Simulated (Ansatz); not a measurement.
**CH3F2OSb: one species, many methods**

The task here is to estimate one member of a computed series from the others.

Computed with Ansatz 0.2.0, Gaussian basis. Level: functionals in def2-TZVPP, the program's frozen cores in correlated methods.

Levels to be run: LDA (SPW92), PBE-D4, revPBE-D4, BLYP-D4, r2SCAN-D4, B97M-V, PBE0-D4, B3LYP-D4, r2SCANh-D4, r2SCAN0-D4, HSE06-D4, BHLYP-D4, CAM-B3LYP-D4, LC-ωPBE, ωB97X-V, ωB97M-V, B2PLYP, PBE-QIDH; CCSD(T)/def2-SVP; CCSD(T)/def2-TZVPP; MP2/def2-QZVPP; extrapolation to the limit; RPA on PBE.

## The relaxed structure

The geometry comes from an earlier relaxation with PBE0-D4 in a triple-zeta def2 set; it is a stationary point, not always the lowest conformer. Sb takes the def2 core potential; no spin-orbit term is included.

8 atoms, charge 0, spin multiplicity 1.

Atoms are counted from 1 here; the program's logs count them from 0.

Bond lengths: C1–O2 1.421 Å, C1–H6 1.093 Å, C1–H7 1.091 Å, C1–H8 1.093 Å, O2–Sb3 1.915 Å, Sb3–F4 1.903 Å, Sb3–F5 1.903 Å. Angles: O2–C1–H6 111.3°, O2–C1–H7 107.3°, O2–C1–H8 111.3°, H6–C1–H7 109.0°, H6–C1–H8 108.9°, H7–C1–H8 109.0°, C1–O2–Sb3 123.0°, O2–Sb3–F4 96.7°, O2–Sb3–F5 96.7°, F4–Sb3–F5 92.5°.

Coordinates:

```mol
CH3F2OSb
  3D, bonds by distance, orders not assigned

  8  7  0  0  0  0  0  0  0  0999 V2000
   -0.3606   -0.6423    0.7981 C   0  0
    0.8555   -0.6736    0.0645 O   0  0
    1.2694    0.5792   -1.3240 Sb  0  0
   -0.4057    0.4768   -2.2217 F   0  0
    0.7572    2.1445   -0.3702 F   0  0
   -0.4695    0.2981    1.3448 H   0  0
   -0.3302   -1.4670    1.5122 H   0  0
   -1.2241   -0.7727    0.1404 H   0  0
  1  2  8  0
  2  3  8  0
  3  4  8  0
  3  5  8  0
  1  6  8  0
  1  7  8  0
  1  8  8  0
M  END
```

The first run:

File in.yaml:

```yaml
crystal:
  periodic: [false, false, false]
  atoms:
    - {symbol: C, position_ang: [-0.360568, -0.642329, 0.798109]}
    - {symbol: O, position_ang: [0.855497, -0.673628, 0.064541]}
    - {symbol: Sb, position_ang: [1.269419, 0.579163, -1.323995]}
    - {symbol: F, position_ang: [-0.405696, 0.476790, -2.221665]}
    - {symbol: F, position_ang: [0.757192, 2.144478, -0.370208]}
    - {symbol: H, position_ang: [-0.469504, 0.298139, 1.344772]}
    - {symbol: H, position_ang: [-0.330167, -1.467009, 1.512232]}
    - {symbol: H, position_ang: [-1.224072, -0.772703, 0.140415]}
basis:
  gaussian: {orbitals: def2-TZVPP}
hamiltonian: {xc: lda}
output: {orbitals: {seedname: orbitals}}
```

Started as:

```
> ansatz run in.yaml --threads 4 --pin off --events-out ev --progress --plain --max-ram 10444MiB
```

Steps of the session up to this table: LDA; PBE-D4 (GGA); revPBE-D4 (GGA); BLYP-D4 (GGA); r2SCAN-D4 (meta-GGA); B97M-V (meta-GGA); B3LYP-D4 (hybrid); r2SCANh-D4 (hybrid); r2SCAN0-D4 (hybrid); HSE06-D4 (hybrid); BHLYP-D4 (hybrid); CAM-B3LYP-D4 (range-separated); LC-ωPBE (range-separated); ωB97X-V (range-separated); ωB97M-V (range-separated); B2PLYP (double hybrid); PBE-QIDH (double hybrid).

One table of the session follows, with a row left open; its other results are not shown here.

It belongs to the step «Frontier levels by functional». 

```
  functional  HOMO (eV)  gap (eV)
 LDA (SPW92)          ?         ?
      PBE-D4      -7.02      5.03
   revPBE-D4      -6.95      5.07
     BLYP-D4      -6.92      4.99
   r2SCAN-D4      -7.37      5.59
      B97M-V      -7.45      5.62
     PBE0-D4      -8.62      7.38
    B3LYP-D4      -8.36      6.85
  r2SCANh-D4      -7.97      6.46
  r2SCAN0-D4      -8.88      7.76
    HSE06-D4      -8.22      6.60
    BHLYP-D4     -10.17      9.65
CAM-B3LYP-D4     -10.09      9.77
     LC-ωPBE     -11.46     12.33
     ωB97X-V     -11.12     11.86
     ωB97M-V     -11.04     11.57
```

**Question.** Estimate the row for LDA (SPW92).

As computed: HOMO (eV): -7.19; gap (eV): 4.94. In the column «HOMO (eV)» it lies between r2SCAN-D4 (-7.37) and PBE-D4 (-7.02).
